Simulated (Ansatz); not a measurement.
RbYO3 and its elements, a formation energy from the elements

Computed with Ansatz 0.2.0 through its Python package.

The script, `formation_rbyo3.py`:
```python
# -*- coding: utf-8 -*-
"""Formation energy of RbYO3 from the elements, after relaxing cells and atoms."""

from collections import Counter
import warnings

import ansatz as az
from ase import Atoms
import numpy as np

POLARISED = {"O2"}

GASES = {"O2"}


def compute(name, crystal):
    calc = (
        crystal.calculation()
        .scf(tolerance=1e-10)
        .functional("LDA")
        .basis(460)
        .kpoints(spacing=0.16)
        .occupations("fermi_dirac", width=0.05)
        .stress()
    )
    if name in POLARISED:
        calc = calc.spin("collinear")
    if name in GASES:
        return calc.kpoints(1, 1, 1).relax(force_tolerance=0.01, max_steps=40).run(threads=1)
    calc = calc.relax(force_tolerance=0.01, max_steps=40, cell=True)
    return calc.run(threads=1)


def counts(outcome):
    return Counter(site.symbol for site in outcome.lattice.sites)

def formation_energy(outcome, mu):
    n = counts(outcome)
    return (outcome.report["energy_sigma0_ev"] - sum(k * mu[element] for element, k in n.items())) / sum(n.values())


def volume_per_atom(outcome):
    return abs(np.linalg.det(outcome.lattice.cell_ang)) / len(outcome.lattice.sites)


def main():
    warnings.simplefilter("ignore")

    phases = {}
    rbyo3 = (
        az.Lattice.cubic(4.543095)
        .space_group(221)
        .atom("Rb", (0.0, 0.0, 0.0))
        .atom("Y", (0.5, 0.5, 0.5))
        .atom("O", (0.5, 0.5, 0.0))
    )
    phases["RbYO3"] = rbyo3
    atoms = Atoms(
        ["Rb"],
        scaled_positions=[
            (0.0, 0.0, 0.0),
        ],
        cell=[
            (-2.8025, 2.8025, 2.8025),
            (2.8025, -2.8025, 2.8025),
            (2.8025, 2.8025, -2.8025),
        ],
        pbc=True,
    )
    rb = az.Crystal.from_ase(atoms)
    phases["Rb"] = rb
    y = (
        az.Lattice.of((3.6474, 0.0, 0.0), (-1.8237, 3.158741, 0.0), (0.0, 0.0, 5.7306))
        .atom("Y", (1 / 3, 2 / 3, 0.25))
        .atom("Y", (2 / 3, 1 / 3, 0.75))
    )
    phases["Y"] = y
    o2 = (
        az.Lattice.of((9.0, 0.0, 0.0), (0.0, 9.5, 0.0), (0.0, 0.0, 10.0))
        .atom("O", (0.5, 0.5, 0.4385))
        .atom("O", (0.5, 0.5, 0.5615))
        .moments(O=1.0)
    )
    phases["O2"] = o2

    done = {name: compute(name, crystal) for name, crystal in phases.items()}

    # energy of one atom in its reference phase
    references = {"Rb": "Rb", "Y": "Y", "O": "O2"}
    mu = {element: done[name].report["energy_sigma0_ev"] / len(done[name].lattice.sites) for element, name in references.items()}

    target = done["RbYO3"]
    heat = formation_energy(target, mu)
    rows = [(name, len(o.lattice.sites), volume_per_atom(o), formation_energy(o, mu)) for name, o in done.items()]
    print("     phase       atoms  V (A^3/atom)  E_form (eV/atom)")
    for row in rows:
        print(f"{str(row[0]):>10}  {row[1]:10d}  {row[2]:12.3f}  {row[3]:16.4f}")
    # no correction for the overbinding of the gas molecule is applied


if __name__ == "__main__":
    main()
```

`python formation_rbyo3.py` gives:
```text
     phase       atoms  V (A^3/atom)  E_form (eV/atom)
     RbYO3           5        16.655           -2.0349
        Rb           1        78.147            0.0000
         Y           2        29.955            0.0000
        O2           2       427.500            0.0000
```

The magnetic order follows from the starting moments and needn't be the lowest. For the metals among these phases the mesh is modest: differences between phases can be off by up to 40 meV an atom. The cells come from databases of deposited and of computed structures, and not all need be stable phases. The compound is the structure given, not necessarily its lowest; energies are at zero temperature, with no correction for gases. Magnetic phases start from parallel moments and may not end in their lowest magnetic state. A semilocal functional's error on such energies is often 0.05 to 0.1 eV an atom, and 0.1 to 0.3 eV against gases such as O2 or F2. The script silences warnings, which a real study should read. The whole script took 72 s on 1 thread of Arm Neoverse V2 (shared host), peak memory 0.74 GiB.
